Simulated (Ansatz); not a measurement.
Task: a geometry optimisation of C2H6BNO, SMILES BN=CCO, with the Ansatz DFT code, driven from Python. Give the script and its output. Use: CAM-B3LYP, 6-31G* basis, multiplicity 1.

Contents of `c2h6bno.xyz`:
```text
11

B    -1.86280    0.21200    0.22380
N    -1.07210   -0.94320    0.60720
C     0.18510   -1.02700    0.50240
C     1.17690    0.08180   -0.01400
O     0.85880    0.25770   -1.39260
H    -1.42410    1.25810   -0.22190
H    -3.05700    0.21420    0.34870
H     0.73300   -1.92700    0.84480
H     2.16970   -0.20620    0.17680
H     0.92100    1.01110    0.58140
H     1.43690    1.01150   -1.63600
```

`c2h6bno.py`:
```python
# -*- coding: utf-8 -*-
"""Geometry optimisation of C2H6BNO."""

import logging
import sys

import ansatz as az
import numpy as np

logging.basicConfig(stream=sys.stdout, format="%(levelname)s %(message)s")
log = logging.getLogger("calc")
log.setLevel(logging.INFO)


def main():
    system = az.Crystal.molecule_from_extxyz("c2h6bno.xyz")

    job = (
        system.calculation()
        .basis(gaussian="6-31G*")
        .functional("cam_b3lyp")
        .scf(lower_state_search="light")
    )
    symbols = [site.symbol for site in system.cartesian_sites]
    start = np.array([site.position_ang for site in system.cartesian_sites], dtype=float)
    def progress(event):
        if event["event"] == "relax_step":
            row = event["data"]
            log.info(f"step {row['step']:3d}  E = {row['lagrangian_ev']:.6f} eV  max force {row['allowed_force_max_ev_ang']:.4f} eV/A")


    summary = job.relax(force_tolerance=0.01).session().plan().execute(on_event=progress).report
    end = np.array(summary["positions_ang"])

    for key in ("converged", "free_energy_ev", "reference_energy_ev", "n_frozen", "n_occupied", "n_virtual"):
        log.info(f"{key:22s} {summary[key]}")

    log.info("bond        before    after (A)")
    for i, j in [(0, 1), (0, 5), (0, 6), (1, 2), (2, 3), (2, 7), (3, 4), (3, 8), (3, 9), (4, 10)]:
        d0, d1 = (np.linalg.norm(xyz[i] - xyz[j]) for xyz in (start, end))
        print(f"{symbols[i]}{i}-{symbols[j]}{j}".ljust(10), f"{d0:8.4f} {d1:8.4f}")

    charges = summary["charge_distribution"]
    print("dipole moment", round(4.803205 * float(np.linalg.norm(charges["dipole_moment_e_ang"])), 3), "D")
    print("Mulliken:", [(s, round(q, 3)) for s, q in zip(symbols, charges["mulliken_charges_e"])])
    with open("c2h6bno_opt.xyz", "w") as handle:
        handle.write(f"{len(symbols)}\nrelaxed C2H6BNO\n")
        handle.writelines(f"{s:2s} {x:11.6f} {y:11.6f} {z:11.6f}\n" for s, (x, y, z) in zip(symbols, end))


if __name__ == "__main__":
    main()
```

```console
$ python c2h6bno.py
INFO step   1  E = -6380.095663 eV  max force 3.7359 eV/A
INFO step   2  E = -6380.261094 eV  max force 1.1102 eV/A
INFO step   3  E = -6380.349181 eV  max force 0.3932 eV/A
INFO step   4  E = -6380.439400 eV  max force 0.5571 eV/A
INFO step   5  E = -6380.547777 eV  max force 1.0462 eV/A
INFO step   6  E = -6380.649975 eV  max force 1.0152 eV/A
INFO step   7  E = -6380.796601 eV  max force 1.1368 eV/A
INFO step   8  E = -6380.939626 eV  max force 0.7781 eV/A
INFO step   9  E = -6381.087530 eV  max force 0.7118 eV/A
INFO step  10  E = -6381.169941 eV  max force 0.3944 eV/A
INFO step  11  E = -6381.231580 eV  max force 0.5536 eV/A
INFO step  12  E = -6381.258297 eV  max force 0.6505 eV/A
INFO step  13  E = -6381.328281 eV  max force 0.2338 eV/A
INFO step  14  E = -6381.346233 eV  max force 0.6207 eV/A
INFO step  15  E = -6381.352663 eV  max force 0.3397 eV/A
INFO step  16  E = -6381.362182 eV  max force 0.5815 eV/A
INFO step  17  E = -6381.371025 eV  max force 0.7309 eV/A
INFO step  18  E = -6381.375506 eV  max force 0.2937 eV/A
INFO step  19  E = -6381.377064 eV  max force 0.1079 eV/A
INFO step  20  E = -6381.376244 eV  max force 0.0871 eV/A
INFO step  21  E = -6381.377947 eV  max force 0.1014 eV/A
INFO step  22  E = -6381.378509 eV  max force 0.0893 eV/A
INFO step  23  E = -6381.378927 eV  max force 0.0281 eV/A
INFO step  24  E = -6381.379024 eV  max force 0.0113 eV/A
INFO step  25  E = -6381.379050 eV  max force 0.0033 eV/A
INFO converged              True
INFO free_energy_ev         -6381.379162429354
INFO reference_energy_ev    -6381.379162429354
INFO n_frozen               0
INFO n_occupied             [19, 19]
INFO n_virtual              [68, 68]
INFO bond        before    after (A)
B0-N1        1.4514   1.3574
B0-H5        1.2188   1.1959
B0-H6        1.2007   1.1960
N1-C2        1.2643   1.2426
C2-C3        1.5747   1.5068
C2-H7        1.1079   1.0976
C3-O4        1.4257   1.4011
C3-H8        1.0512   1.1030
C3-H9        1.1330   1.1030
O4-H10       0.9806   0.9663
dipole moment 4.044 D
Mulliken: [('B', -0.005), ('N', -0.157), ('C', 0.056), ('C', -0.066), ('O', -0.6), ('H', -0.035), ('H', -0.035), ('H', 0.147), ('H', 0.145), ('H', 0.145), ('H', 0.405)]
```

`c2h6bno_opt.xyz`, as written:
```text
11
relaxed C2H6BNO
B    -2.193120    0.132826    0.249689
N    -0.939634   -0.311601    0.521518
C     0.256603   -0.621540    0.651471
C     1.376620   -0.061445   -0.186525
O     0.863957    0.851599   -1.117384
H    -2.605963    1.087862    0.839371
H    -2.858540   -0.469697   -0.540552
H     0.569323   -1.347625    1.412915
H     1.889638   -0.911456   -0.667110
H     2.107110    0.399660    0.499342
H     1.599407    1.194418   -1.642134
```

Reading the output:
- The settings weren't tested for convergence.
- The end point is the stationary point reached from this start; no frequency run checks that it is a minimum, and the basis set is modest.
- Wall time of the script: 110 s on 1 thread of Intel(R) Xeon(R) Platinum 8488C (Sapphire Rapids), with other jobs on the host, peak memory 0.27 GiB.

(A comment or docstring line of the script was reworded after the run, the code is as it ran; lines on the test bed's own set-up are left out of the output.)
